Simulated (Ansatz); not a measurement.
# CH₅BrOSi: basis-set convergence

How large a basis does CH₅BrOSi need? Two functionals are run in growing sets.

Method: one geometry, several basis sets; program: Ansatz 0.2.0, Gaussian basis.

Levels to be run: PBE0-D4/def2-SVP; ωB97M-V/def2-SVP; PBE0-D4/def2-QZVPP; ωB97M-V/def2-QZVPP; the functionals' def2-TZVPP values are taken from earlier runs.

**1. Structure used throughout**

An earlier PBE0-D4 in a triple-zeta def2 set relaxation fixed the geometry.

9 atoms, charge 0, spin multiplicity 1.

Atoms are counted from 1 here; the program's logs count them from 0.

Bond lengths: O1–C2 1.373 Å, O1–H5 0.963 Å, C2–Si3 1.898 Å, C2–Br4 2.005 Å, C2–H6 1.093 Å, Si3–H7 1.480 Å, Si3–H8 1.482 Å, Si3–H9 1.487 Å. Angles: C2–O1–H5 109.9°, O1–C2–Si3 110.6°, O1–C2–Br4 111.8°, O1–C2–H6 113.3°, Si3–C2–Br4 105.9°, Si3–C2–H6 113.1°, Br4–C2–H6 101.6°, C2–Si3–H7 108.8°, C2–Si3–H8 107.9°, C2–Si3–H9 108.6°, H7–Si3–H8 111.3°, H7–Si3–H9 110.4°, H8–Si3–H9 109.8°.

As a file:

```xyz
9
charge 0, multiplicity 1
O     0.47727    1.50478   -0.50519
C    -0.41137    0.50002   -0.21090
Si    0.48083   -0.96304    0.60517
Br   -1.27614   -0.23752   -1.86205
H     0.00453    2.27136   -0.84739
H    -1.27944    0.84425    0.35670
H     1.50171   -1.48138   -0.33341
H    -0.53304   -1.99669    0.92132
H     1.12415   -0.48798    1.85884
```

**2. PBE0-D4 in def2-SVP**

Input file in.yaml:

```yaml
crystal:
  periodic: [false, false, false]
  atoms:
    - {symbol: O, position_ang: [0.477270, 1.504784, -0.505193]}
    - {symbol: C, position_ang: [-0.411372, 0.500020, -0.210901]}
    - {symbol: Si, position_ang: [0.480831, -0.963044, 0.605171]}
    - {symbol: Br, position_ang: [-1.276139, -0.237515, -1.862046]}
    - {symbol: H, position_ang: [0.004525, 2.271364, -0.847393]}
    - {symbol: H, position_ang: [-1.279439, 0.844254, 0.356704]}
    - {symbol: H, position_ang: [1.501711, -1.481385, -0.333407]}
    - {symbol: H, position_ang: [-0.533036, -1.996693, 0.921325]}
    - {symbol: H, position_ang: [1.124150, -0.487983, 1.858838]}
basis:
  gaussian: {orbitals: def2-SVP}
hamiltonian: {xc: pbe0, dispersion: d4}
output: {orbitals: {seedname: orbitals}}
```

Further steps of the session: ωB97M-V in def2-SVP; PBE0-D4 in def2-QZVPP; ωB97M-V in def2-QZVPP.

Q: Predict the results of all the runs planned. Wanted: PBE0-D4: double and triple zeta above quadruple; ωB97M-V: double and triple zeta above quadruple.

**Answer**, as computed:

```
                                       quantity           value
PBE0-D4: double and triple zeta above quadruple  16.92, 1.88 eV
ωB97M-V: double and triple zeta above quadruple  16.96, 1.81 eV
```

What this shows: For PBE0-D4 the step from double to triple zeta gains 15.04 eV and the next only 1.88 eV. These are total energies; as a rule much of such shifts cancels in differences, which this series doesn't test. The LUMO of ωB97M-V is positive and keeps falling with the basis (1.85 to 1.09 eV): an unbound level that the basis holds in place.
